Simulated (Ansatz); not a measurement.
# Nb: the cost of one run

Computed, not measured: Ansatz 0.2.0, DFT, r2SCAN, no spin polarisation, plane waves, PAW.

### 1 The system as given

The structure is cubic, space group Im-3m (No. 229). The conventional cell has a = 3.321 Å, b = 3.321 Å, c = 3.321 Å, α = 90.00°, β = 90.00°, γ = 90.00°. Nb (site symmetry m-3m) is surrounded by 8 Nb at 2.88 Å.

In its conventional cell, by symmetry (the run takes the cell typed in the input):

```cif
data_structure
_symmetry_space_group_name_H-M 'Im-3m'
_symmetry_Int_Tables_number 229
_cell_length_a 3.3211
_cell_length_b 3.3211
_cell_length_c 3.3211
_cell_angle_alpha 90.000
_cell_angle_beta 90.000
_cell_angle_gamma 90.000
_cell_volume 36.63
loop_
_atom_site_label
_atom_site_type_symbol
_atom_site_symmetry_multiplicity
_atom_site_Wyckoff_symbol
_atom_site_fract_x
_atom_site_fract_y
_atom_site_fract_z
_atom_site_occupancy
Nb1 Nb 2 a 0.00000 0.00000 0.00000 1
```

It is a restart: the density comes from an earlier run on this cell.

### 2 Self-consistent run

input.yaml reads:

```yaml
crystal:
  lattice:
    - [-1.660568, 1.660568, 1.660568]
    - [1.660568, -1.660568, 1.660568]
    - [1.660568, 1.660568, -1.660568]
  atoms:
    - { symbol: Nb, position: [0.0, 0.0, 0.0] }
  symmetry: { tolerance: 0.0003 }
kpoints:
  mp_grid: { grid: [14, 14, 14], shift: [0, 0, 0] }
  band_path:
    path:
      - [0.0, 0.0, 0.0]
      - [0.5, -0.5, 0.5]
      - [0.0, 0.0, 0.5]
      - [0.0, 0.0, 0.0]
      - [0.25, 0.25, 0.25]
      - [0.5, -0.5, 0.5]
      - [0.25, 0.25, 0.25]
      - [0.0, 0.0, 0.5]
    npoints: 8
magnetization:
  spin_polarized: false
scf:
  occupations: { method: fermi_dirac }
  lower_state_search: "off"
  max_iter: 200
hamiltonian:
  pseudopotentials: { kind: paw }
  xc: r2scan
basis:
  ecutwfc: 500
  fft_grid_basis: typed
output:
  forces: true
  stress: true
  eigenvalues: true
  bader: true
  populations: true
  elf: true
  write_potential: true
  volumetric_format: npy
  dos:
    e_range: [-12, 8]
    de: 0.05
    projected: { site_lists: { Nb: [Nb] } }
checkpoint:
  read: saved_state
```

What time and memory should one allow on 1 thread of an x86-64 CPU, shared host?

About 9.1 s, with a peak of 0.49 GiB.
